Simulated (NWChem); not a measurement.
# SiClF2 (SMILES F[Si](F)Cl): UM06-2X/MIDI!

Aim: the vertical ionisation energy of SiClF2 at UM06-2X/MIDI!, from 2 runs. 

Program for the calculation: NWChem 7.3.0.

### 1 The molecule

SiClF2 has 4 atoms, charge 0, and is taken as a doublet. SMILES: `F[Si](F)Cl`. The coordinates come from a PBE0-D4/def2-TZVP relaxation.

Bond lengths: F1–Si2 1.585 Å, Si2–F3 1.585 Å, Si2–Cl4 2.036 Å. Angles: F1–Si2–F3 107.0°, F1–Si2–Cl4 108.9°, F3–Si2–Cl4 108.9°.

### 2 The energy at UM06-2X/MIDI!

clf2si.nw

```
start clf2si
title "ClF2Si"
memory 2200 mb

geometry noautosym nocenter noautoz
F     1.308200    0.129000    0.798000
Si    0.221200   -0.316500   -0.265700
F    -0.871800   -1.157400    0.514900
Cl   -0.657600    1.344900   -1.047300
end

basis spherical bse
F library "MIDI!"
Si library "MIDI!"
Cl library "MIDI!"
end

dft
xc m06-2x
mult 2
grid fine
convergence energy 1e-08
iterations 100
mulliken
print low
end

task dft energy
```

Started as:

```console
$ nwchem clf2si.nw > clf2si.out
```

Output:

```text
[...]
 d= 0,ls=0.0,diis     1   -944.4896625924 -1.16D+03  9.51D-03  1.92D-01     1.0
[...]
 d= 0,ls=0.0,diis    10   -944.5806580599 -4.99D-09  5.36D-07  7.72D-10     9.3
[...]
         Total DFT energy =     -944.580658059947
      One electron energy =    -1743.308451657701
           Coulomb energy =      651.041612113614
    Exchange-Corr. energy =      -69.913134185204
 Nuclear repulsion energy =      217.599315669344
[...]
      Total Density - Mulliken Population Analysis
     ---------------------------------------------
    Atom       Charge   Shell Charges
 -----------   ------   -------------------------------------------------------
    1 F    9     9.32   1.99  1.03  0.90  2.39  3.00  0.01
    2 Si  14    13.00   2.00  1.96  0.72  0.38  5.85  1.26  0.43  0.40
    3 F    9     9.32   1.99  1.03  0.90  2.39  3.00  0.01
    4 Cl  17    17.36   2.00  2.00  1.17  0.78  5.98  2.93  2.49  0.02
[...]
      <S2> =      0.7519 (Exact =     0.7500)
[...]
```

Wall time 9.9 s (1 thread of Intel Xeon Platinum 8488C (Sapphire Rapids), shared host); peak memory 0.11 GiB.

### 3 The singlet cation

geom.nw

```
start geom
memory stack 880 mb heap 220 mb global 1100 mb
charge 1
geometry noautosym nocenter noautoz
  F     1.308200    0.129000    0.798000
  Si    0.221200   -0.316500   -0.265700
  F    -0.871800   -1.157400    0.514900
  Cl   -0.657600    1.344900   -1.047300
end
basis "ao basis" spherical bse
  * library "MIDI!"
end
dft
  xc m06-2x
  grid fine
  convergence energy 1e-08
  maxiter 100
  mulliken
  print low
end
task dft energy
```

Started as:

```console
$ nwchem geom.nw > geom.out
```

Output:

```text
[...]
 d= 0,ls=0.0,diis     1   -944.0294445744 -1.16D+03  2.23D-02  1.84D+00     0.7
[...]
 d= 0,ls=0.0,diis    11   -944.2130059081 -3.11D-09  3.14D-07  3.97D-10     6.1
         Total DFT energy =     -944.213005908112
      One electron energy =    -1729.034401388476
           Coulomb energy =      636.660998404046
    Exchange-Corr. energy =      -69.438918593026
 Nuclear repulsion energy =      217.599315669344
[...]
      Total Density - Mulliken Population Analysis
     ---------------------------------------------
    Atom       Charge   Shell Charges
 -----------   ------   -------------------------------------------------------
    1 F    9     9.21   1.99  1.05  0.89  2.36  2.89  0.01
    2 Si  14    12.49   2.00  1.96  0.74  0.10  5.85  1.19  0.26  0.39
    3 F    9     9.21   1.99  1.05  0.89  2.36  2.89  0.01
    4 Cl  17    17.10   2.00  2.00  1.24  0.72  5.97  2.86  2.28  0.03
[...]
```

Wall time 6.6 s (1 thread of Intel Xeon Platinum 8488C (Sapphire Rapids), shared host); peak memory 0.11 GiB.

### 4 Summary of results

Level: UM06-2X/MIDI!.

| quantity | value |
| --- | --- |
| doublet SiClF2: total energy | -944.58066 Eh |
| doublet SiClF2: ⟨S²⟩ | 0.752 |
| singlet cation: total energy | -944.21301 Eh |
| vertical ionisation energy (to the singlet cation) | 10.004 eV |

What this shows: Removing an electron at fixed nuclei costs 10.00 eV (231 kcal/mol). Only the singlet of the ionised species was computed; a triplet could lie lower. Mulliken charges (doublet SiClF2) run from -0.36 on Cl4 to +1.00 on Si2. Mulliken charges (singlet cation) run from -0.21 on F1 to +1.51 on Si2; they depend strongly on the basis.
